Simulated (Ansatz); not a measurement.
I need a rigid scan of one bond angle of CH3ClSSi, SMILES CS[Si]Cl. Use Ansatz's Python interface. Use (for the species named): r2scan0, def2-SVP basis, multiplicity 1.

```xyz
7

C    -0.1322    0.7868   -0.4631
S     0.9615   -0.5045   -0.8891
Si    0.2496   -2.1643    0.2745
Cl    0.1992   -1.5542    2.2378
H     0.0594    1.7016   -1.1007
H    -1.2128    0.5530   -0.6871
H    -0.0634    1.1136    0.5821
```

The script, `ch3clssi_bend.py`:
```python
"""Energy of CH3ClSSi against one bond angle."""

import ansatz as az
from ase import Atoms

BASIS_SET = "def2-SVP"
FUNCTIONAL = "r2scan0"
FORCE_TOL = 0.02


def main() -> None:
    atoms = Atoms(["C", "S", "Si", "Cl", "H", "H", "H"], positions=[
        [-0.1322, 0.7868, -0.4631],
        [0.9615, -0.5045, -0.8891],
        [0.2496, -2.1643, 0.2745],
        [0.1992, -1.5542, 2.2378],
        [0.0594, 1.7016, -1.1007],
        [-1.2128, 0.553, -0.6871],
        [-0.0634, 1.1136, 0.5821],
    ])

    # relax first, so that the scan starts from a minimum
    first = (
        az.Crystal.molecule_from_ase(atoms).calculation()
        .basis(gaussian=BASIS_SET)
        .functional(FUNCTIONAL)
        .relax(force_tolerance=FORCE_TOL, max_steps=80)
    )
    atoms.positions = first.run(threads=1).report["positions_ang"]

    rows = []
    for angle in [85, 95, 105, 115, 125, 140, 160]:
        bent = atoms.copy()
        bent.set_angle(0, 1, 2, angle, indices=[2, 3])
        base = (
            az.Crystal.molecule_from_ase(bent).calculation()
            .basis(gaussian=BASIS_SET)
            .functional(FUNCTIONAL)
        )
        rows.append((angle, base.run(threads=1).report["free_energy_ev"]))
    floor = min(e for _, e in rows)
    for angle, e in rows:
        print(f"angle C0-S1-Si2 = {angle:3d} deg   {1000 * (e - floor):9.1f} meV")


if __name__ == "__main__":
    main()
```

```console
$ python ch3clssi_bend.py
angle C0-S1-Si2 =  85 deg      1701.1 meV
angle C0-S1-Si2 =  95 deg       396.2 meV
angle C0-S1-Si2 = 105 deg        15.4 meV
angle C0-S1-Si2 = 115 deg         0.0 meV
angle C0-S1-Si2 = 125 deg       139.2 meV
angle C0-S1-Si2 = 140 deg       484.9 meV
angle C0-S1-Si2 = 160 deg      1012.9 meV
```

The scan is rigid, and the energies are electronic, in a modest basis. The zero is the lowest point of the grid, which needn't be the minimum. Hardware and time: 2.7 min on 1 thread of Arm Neoverse V1, on a shared host, peak memory 0.26 GiB.
